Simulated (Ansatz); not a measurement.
# MgGe3N: the cost of one run

Program: Ansatz 0.2.0. Level of theory: DFT PBE, scalar-relativistic, plane waves, PAW, unless a step names another level. These are calculated values, not measurements.

2 further runs of the same task are left out: 1 that didn't finish, 1 set aside as unsound or not needed. Runs told in other sessions of the task aren't counted.

## 1. The structure to begin with

It takes space group P3m1 (No. 156, trigonal). The conventional cell has a = 3.578 Å, b = 3.578 Å, c = 8.429 Å, α = 90.00°, β = 90.00°, γ = 120.00°. Mg (site symmetry 3m) is surrounded by 3 N at 2.14 Å. Ge (site symmetry 3m) is surrounded by 1 N at 1.82 Å. Ge (site symmetry 3m) is surrounded by 6 Ge at 2.58 to 2.68 Å. Ge (site symmetry 3m) has 3 Ge at 2.58 Å and 1 Mg at 2.81 Å in its first shell of neighbours. N (site symmetry 3m) is surrounded by 1 Ge at 1.82 Å and 3 Mg at 2.14 Å.

As a file:

```
Mg Ge N
1.0
     3.57792    0.00000    0.00000
    -1.78896    3.09857    0.00000
     0.00000    0.00000    8.42914
Mg Ge N
1 3 1
Cartesian
  0.0000 0.0000 0.2245
  0.0000 2.0657 2.6000
  1.7890 1.0329 4.3011
  0.0000 0.0000 5.8391
  0.0000 2.0657 0.7831
```

It came out lowest among 26 distinct ends of the trial cells. At a tolerance of 0.05 Å it has space group P3m1 (No. 156).

## 2. Relaxing to 0.001 eV/Å, on the response runs' mesh and smearing

input.yaml reads:

```yaml
crystal:
  lattice:
    - [3.5779160007, 0.0, 0.0]
    - [-1.7889580004, 3.0985661492, 0.0]
    - [0.0, 0.0, 8.4291371705]
  atoms:
    - { symbol: Mg, position: [0.0, 0.0, 0.0266377619] }
    - { symbol: Ge, position: [0.3333333333, 0.6666666667, 0.308459568] }
    - { symbol: Ge, position: [0.6666666667, 0.3333333333, 0.5102681955] }
    - { symbol: Ge, position: [0.0, 0.0, 0.6927284646] }
    - { symbol: "N", position: [0.3333333333, 0.6666666667, 0.0929060101] }
basis:
  ecutwfc: 420
kpoints:
  mp_grid: { grid: [12, 12, 4] }
hamiltonian:
  xc: pbe
scf:
  occupations: { method: gaussian, width: 0.1 }
output:
  forces: true
  stress: true
  eigenvalues: true
  write_density: true
  write_potential: true
  elf: true
  volumetric_format: npy
relax:
  adjacent_minimum: "off"
  f_tol: 0.001
  max_steps: 60
  cell: { stress_tol: 0.01 }
```

Started as:

```console
$ ansatz run input.yaml --threads 3 --pin off --max-ram 7680MiB --backend cpu --events-out ev --progress --plain --runs-dir out
```

What time and memory should one allow on 3 threads of Intel Xeon at 2.50GHz (Skylake/Cascade Lake), shared host?

About 61 s, with a peak of 0.53 GiB.
